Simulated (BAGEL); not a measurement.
# doublet [AlHBr2]+: levels of theory compared

Aim: a comparison of 4 runs (UHF/STO-3G, UHF/3-21G, ROHF/cc-pVDZ, UHF/cc-pVDZ) of doublet [AlHBr2]+. 

Program for the calculation: BAGEL 1.2.2.

4 further runs of the same task are left out: 2 for a known fault of the program, 1 that didn't finish, 1 set aside as unsound or not needed.

## 1. The system as given

[AlHBr2]+ has 4 atoms, charge +1, and is taken as a doublet. SMILES of the parent species: `[Br][AlH][Br]`. The shape is that of a PBE0-D4/def2-TZVP optimisation. That shape belongs to the parent species and isn't relaxed for this state.

Bond lengths: Br1–Al2 2.241 Å, Al2–Br3 2.241 Å, Al2–H4 1.565 Å. Angles: Br1–Al2–Br3 118.4°, Br1–Al2–H4 120.8°, Br3–Al2–H4 120.8°.

## 2. A single-point energy at UHF/STO-3G (density fitting with qzvpp-jkfit) (run 1)

Input file input.json:

```json
{ "bagel" : [

{
  "title" : "molecule",
  "basis" : "sto-3g",
  "df_basis" : "qzvpp-jkfit",
  "angstrom" : true,
  "geometry" : [
    { "atom" : "Br", "xyz" : [      -2.030600,       0.114200,      -0.669400 ] },
    { "atom" : "Al", "xyz" : [       0.108600,       0.140700,      -0.001500 ] },
    { "atom" : "Br", "xyz" : [       1.055400,      -1.793000,       0.621100 ] },
    { "atom" : "H", "xyz" : [       0.922200,       1.477800,       0.029500 ] }
  ]
},

{
  "title" : "uhf",
  "charge" : 1,
  "nopen" : 1
},

{
  "title" : "print",
  "file" : "orbitals.molden",
  "orbitals" : true
}

]}
```

Command:

```
$ BAGEL_NUM_THREADS=1 BAGEL input.json > input.out
```

Log:

```text
* using 1 threads per process

  ===============================================================
  ===============================================================

  *** Geometry ***

  { "atom" : "Br", "xyz" : [     -3.837278,      0.215807,     -1.264983 ] },
  { "atom" : "Al", "xyz" : [      0.205224,      0.265884,     -0.002835 ] },
  { "atom" : "Br", "xyz" : [      1.994417,     -3.388279,      1.173709 ] },
  { "atom" : "H", "xyz" : [      1.742705,      2.792637,      0.055747 ] },

  Number of auxiliary basis functions:      678

  Since a DF basis is specified, we compute 2- and 3-index integrals:
    o Being stored without compression. Storage requirement is 0.011 GB

  Number of basis functions:       46
  Number of electrons      :       84

    * METHOD: MOLECULE                             0.39

  *** Open-shell HF ***

  === Nuclear Repulsion ===
   398.7433227543

      * DIIS with orbital gradients will be used.

  === UHF iteration (sto-3g) ===
      0      -5328.62664542          0.01940187           0.22
      1      -5328.75394273          0.00711989           0.21
      2      -5328.76936776          0.00212732           0.20
[... 20 lines of this table left out ...]
     23      -5328.77799815          0.00000001           0.21
    * SCF iteration converged.

    * S^2 (UHF) is 0.7654

    * Permanent dipole moment:
           (   -0.575027,    -0.946325,    -0.021658) a.u.

    * METHOD: UHF                                  5.20

    * METHOD: PRINT                                0.01

  ===============================================================
```

Wall time 6 s (1 thread of Arm Neoverse V1, shared host); peak memory 0.11 GiB.

## 3. The energy at UHF/3-21G (density fitting with qzvpp-jkfit) (run 2)

Input file calc.json:

```json
{ "bagel" : [

{
  "title" : "molecule",
  "basis" : "3-21g",
  "df_basis" : "qzvpp-jkfit",
  "angstrom" : true,
  "geometry" : [
    { "atom" : "Br", "xyz" : [      -2.030600,       0.114200,      -0.669400 ] },
    { "atom" : "Al", "xyz" : [       0.108600,       0.140700,      -0.001500 ] },
    { "atom" : "Br", "xyz" : [       1.055400,      -1.793000,       0.621100 ] },
    { "atom" : "H", "xyz" : [       0.922200,       1.477800,       0.029500 ] }
  ]
},

{
  "title" : "uhf",
  "charge" : 1,
  "nopen" : 1
},

{
  "title" : "print",
  "file" : "orbitals.molden",
  "orbitals" : true
}

]}
```

Command:

```
$ BAGEL_NUM_THREADS=1 BAGEL calc.json > calc.out
```

Log:

```text
* using 1 threads per process

  ===============================================================
  ===============================================================

  *** Geometry ***

  { "atom" : "Br", "xyz" : [     -3.837278,      0.215807,     -1.264983 ] },
  { "atom" : "Al", "xyz" : [      0.205224,      0.265884,     -0.002835 ] },
  { "atom" : "Br", "xyz" : [      1.994417,     -3.388279,      1.173709 ] },
  { "atom" : "H", "xyz" : [      1.742705,      2.792637,      0.055747 ] },

  Number of auxiliary basis functions:      678

  Since a DF basis is specified, we compute 2- and 3-index integrals:
    o Being stored without compression. Storage requirement is 0.019 GB

  Number of basis functions:       59
  Number of electrons      :       84

    * METHOD: MOLECULE                             0.40

  *** Open-shell HF ***

  === Nuclear Repulsion ===
   398.7433227543

      * DIIS with orbital gradients will be used.

  === UHF iteration (3-21g) ===
      0      -5360.89124700          0.01617142           0.28
      1      -5360.96240555          0.00699762           0.28
      2      -5360.97306701          0.00256253           0.28
[... 22 lines of this table left out ...]
     25      -5360.97694839          0.00000001           0.28
    * SCF iteration converged.

    * S^2 (UHF) is 0.8032

    * Permanent dipole moment:
           (   -0.640291,    -1.053301,    -0.024194) a.u.

    * METHOD: UHF                                  7.44

    * METHOD: PRINT                                0.01

  ===============================================================
```

Wall time 8.1 s (1 thread of Arm Neoverse V1, shared host); peak memory 0.14 GiB.

Run 3 isn't shown in full; the table further down has it.

## 4. A single-point energy at UHF/cc-pVDZ (density fitting with qzvpp-jkfit) (run 4)

Input file hf.json:

```json
{ "bagel" : [

{
  "title" : "molecule",
  "basis" : "cc-pvdz.json",
  "df_basis" : "qzvpp-jkfit",
  "angstrom" : "true",
  "geometry" : [
    { "atom" : "Br", "xyz" : [      -2.030600,       0.114200,      -0.669400 ] },
    { "atom" : "Al", "xyz" : [       0.108600,       0.140700,      -0.001500 ] },
    { "atom" : "Br", "xyz" : [       1.055400,      -1.793000,       0.621100 ] },
    { "atom" : "H", "xyz" : [       0.922200,       1.477800,       0.029500 ] }
  ]
},

{ "title" : "uhf", "charge" : 1, "nopen" : 1 },

{ "title" : "print", "file" : "orbitals.molden", "orbitals" : "true" }

]}
```

The basis set cc-pVDZ is read from a file made from the Basis Set Exchange's data (not shown).

Command:

```
$ BAGEL_NUM_THREADS=1 BAGEL hf.json > hf.out
```

Log:

```text
* using 1 threads per process

  ===============================================================
  ===============================================================

  *** Geometry ***

  { "atom" : "Br", "xyz" : [     -3.837278,      0.215807,     -1.264983 ] },
  { "atom" : "Al", "xyz" : [      0.205224,      0.265884,     -0.002835 ] },
  { "atom" : "Br", "xyz" : [      1.994417,     -3.388279,      1.173709 ] },
  { "atom" : "H", "xyz" : [      1.742705,      2.792637,      0.055747 ] },

  Number of auxiliary basis functions:      678

  Since a DF basis is specified, we compute 2- and 3-index integrals:
    o Being stored without compression. Storage requirement is 0.032 GB

  Number of basis functions:       77
  Number of electrons      :       84

    * METHOD: MOLECULE                             0.50

  *** Open-shell HF ***

  === Nuclear Repulsion ===
   398.7433227543

      * DIIS with orbital gradients will be used.

  === UHF iteration (cc-pvdz.json) ===
      0      -5386.93011120          0.01449109           0.38
      1      -5386.98946422          0.00711025           0.38
      2      -5387.00002493          0.00354445           0.38
[... 40 lines of this table left out ...]
     43      -5387.00407784          0.00000001           0.37
    * SCF iteration converged.

    * S^2 (UHF) is 0.8134

    * Permanent dipole moment:
           (   -0.701546,    -1.154100,    -0.026507) a.u.

    * METHOD: UHF                                 16.72

    * METHOD: PRINT                                0.02

  ===============================================================
```

Wall time 17 s (1 thread of Arm Neoverse V1, shared host); peak memory 0.17 GiB.

## 5. Overview of the runs

| run | level | energy (Eh) | ⟨S²⟩ | wall time |
| --- | --- | --- | --- | --- |
| 1 | UHF/STO-3G (density fitting with qzvpp-jkfit) | -5328.777998 | 0.765 | 6 s |
| 2 | UHF/3-21G (density fitting with qzvpp-jkfit) | -5360.976948 | 0.803 | 8.1 s |
| 3 | ROHF/cc-pVDZ (density fitting with qzvpp-jkfit) | -5386.992354 | 0.750 | 32 s |
| 4 | UHF/cc-pVDZ (density fitting with qzvpp-jkfit) | -5387.004078 | 0.813 | 17 s |

## 6. Outcome

| quantity | value |
| --- | --- |
| run 4: total energy | -5387.00408 Eh |
| run 4: ⟨S²⟩ | 0.813 |

In words: In run 1 the basis is minimal, so the values are rough. All runs together took 64 s, the longest 32 s.
